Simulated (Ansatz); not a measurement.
Which YAML input does this script hand to the engine? (the Ansatz DFT code, driven from Python)

`fermi.py`
```python
# -*- coding: utf-8 -*-
'''Fermi surface readings for SiAu3.'''

import warnings

import ansatz
import numpy as np

MESH = (6, 6, 6)
SMEARING_WIDTH = 0.15


def main():
    warnings.simplefilter('ignore', ansatz.DeckWarning)

    vectors = np.array([
        [0.0, 3.285734, 3.285734],
        [3.285734, 0.0, 3.285734],
        [3.285734, 3.285734, 0.0],
    ])
    structure = (
        ansatz.Lattice.of(vectors)
        .atom('Si', (0.0, 0.0, 0.0))
        .atom('Au', (0.25, 0.25, 0.25))
        .atom('Au', (0.75, 0.75, 0.75))
        .atom('Au', (0.5, 0.5, 0.5))
    )

    job = (
        structure.calculation()
        .basis(34 * ansatz.Ry)
        .kpoints(mesh=MESH)
        .functional(ansatz.Functional.PBE)
        .occupations(ansatz.OccupationsMethod.FERMI_DIRAC, width=SMEARING_WIDTH)
        .eigenstates(nscf_kmesh=(8, 8, 8), level_slopes=True)
    )
    surface = job.run(threads=1).fermi_surface().to_plain()
    for way, reading in surface.items():
        if reading:
            rho_lambda = [f'{v:.3e}' for v in reading['resistivity_times_mean_free_path_ohm_m2']]
            print(f'{way:24s} area {reading["spin_summed_area_per_ang2"]:8.3f} 1/A^2  rho*lambda (ohm m^2) {rho_lambda}')


if __name__ == '__main__':
    main()
```

`python fermi.py` gives:
```text
by_tetrahedra            area   20.097 1/A^2  rho*lambda (ohm m^2) ['1.521e-15', '1.521e-15', '1.521e-15']
by_slopes                area   13.811 1/A^2  rho*lambda (ohm m^2) ['2.214e-15', '2.214e-15', '2.214e-15']
on_every_second_point    area   18.564 1/A^2  rho*lambda (ohm m^2) ['1.647e-15', '1.647e-15', '1.647e-15']
```

`input.yaml`:
```yaml
crystal:
  lattice:
    - [0.0, 3.285734, 3.285734]
    - [3.285734, 0.0, 3.285734]
    - [3.285734, 3.285734, 0.0]
  atoms:
    - { symbol: Si, position: [0.0, 0.0, 0.0] }
    - { symbol: Au, position: [0.25, 0.25, 0.25] }
    - { symbol: Au, position: [0.75, 0.75, 0.75] }
    - { symbol: Au, position: [0.5, 0.5, 0.5] }
basis:
  ecutwfc: 462.593566181796
kpoints:
  mp_grid:
    grid: [6, 6, 6]
hamiltonian:
  xc: pbe
scf:
  occupations:
    method: fermi_dirac
    width: 0.15
output:
  eigenstates:
    nscf_kmesh:
      grid: [8, 8, 8]
    de_dk: true
```

Notes:
- The mesh is modest for a metal, so energies can be off by several to tens of meV an atom and pressures by half a GPa or more; differences at equal mesh fare better.
- Spin-orbit coupling, which matters for elements this heavy, is left out.
- The structure comes from a database of computed cells and needn't be a stable or known phase.
- The three readings differ by the mesh error.
- Finished in 4 s on 1 thread of Intel(R) Xeon(R) 6975P-C (Granite Rapids), on a shared host, peak memory 0.43 GiB.

(Lines on the test bed's own set-up are left out of the output.)
